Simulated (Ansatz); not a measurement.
# KTaO3: the cost of one run

Method: DFT, PBE, plane-wave PAW, default files, scalar-relativistic, as far as a step names no other, in Ansatz 0.2.0.

## Step 1: The structure to begin with

Symmetry: Pm-3m, No. 221, cubic system. Conventional cell: a = 3.995 Å, b = 3.995 Å, c = 3.995 Å, α = 90.00°, β = 90.00°, γ = 90.00°. K (site symmetry m-3m) has 12 O at 2.82 Å as nearest neighbours. Ta (site symmetry m-3m) is surrounded by 6 O at 2.00 Å. Around O (site symmetry 4/mmm) lie 2 Ta at 2.00 Å and 4 K at 2.82 Å.

Coordinates:

```
K Ta O
1.0
     3.99488    0.00000    0.00000
     0.00000    3.99488    0.00000
     0.00000    0.00000    3.99488
K Ta O
1 1 3
Direct
  0.50000 0.50000 0.50000
  0.00000 0.00000 0.00000
  0.00000 0.50000 0.00000
  0.00000 0.00000 0.50000
  0.50000 0.00000 0.00000
```

The earlier run gave: gap on the mesh 2.32 eV, largest force 0.000 eV/Å, pressure 4.4 GPa.

Like atoms gathered into sites:

| site | atoms | first shell | V_zz (10²¹ V/m²) | η | C_Q (MHz) |
| --- | --- | --- | --- | --- | --- |
| K | 1 | 12 O at 2.82 Å | 0.00 | – | 0 (³⁹K) |
| Ta | 2 | 6 O at 2.00 Å | 0.00 | – | 0 (¹⁸¹Ta) |
| O | 3, 4, 5 | 2 Ta at 2.00 Å, angle 180°; also 4 K at 2.82 Å | 2.28 | 0.00 | -1.41 (¹⁷O) |

V_zz is the principal component of the electric field gradient with the largest magnitude, η = (V_xx − V_yy)/V_zz and C_Q = eQV_zz/h. Quadrupole moments are those of Pyykkö's year-2017 table.

## Step 2: Trying other settings (basis.xc_grid = 3, scf.convergence.dr2_threshold = 0.0001)

The input, input.yaml:

```yaml
crystal:
  lattice:
    - [3.99488137, 0.0, 0.0]
    - [0.0, 3.99488137, 0.0]
    - [0.0, 0.0, 3.99488137]
  atoms:
    - { symbol: K, position: [0.5, 0.5, 0.5] }
    - { symbol: Ta, position: [0.0, 0.0, 0.0] }
    - { symbol: O, position: [0.0, 0.5, 0.0] }
    - { symbol: O, position: [0.0, 0.0, 0.5] }
    - { symbol: O, position: [0.5, 0.0, 0.0] }
kpoints:
  mp_grid: { grid: [5, 5, 5] }
scf:
  occupations: { method: fermi_dirac, width: 0.02 }
  convergence: { dr2_threshold: 0.0001 }
hamiltonian:
  xc: pbe
  pseudopotentials: { kind: paw }
output:
  forces: true
  stress: true
  populations: true
  efg:
    quadrupole_moments_barn: { K: 0.0603, Ta: 3.17, O: -0.02558 }
    contact_densities: true
basis:
  xc_grid: 3
```

Command:

```bash
$ ansatz run input.yaml --threads 1 --pin off --max-ram 3072MiB --backend cpu --events-out ev --progress --plain --runs-dir out
```

Q: Estimate wall time and peak memory on 1 thread of Intel Xeon Platinum 8488C (Sapphire Rapids), shared host.

About 3.4 s, with a peak of 0.48 GiB.
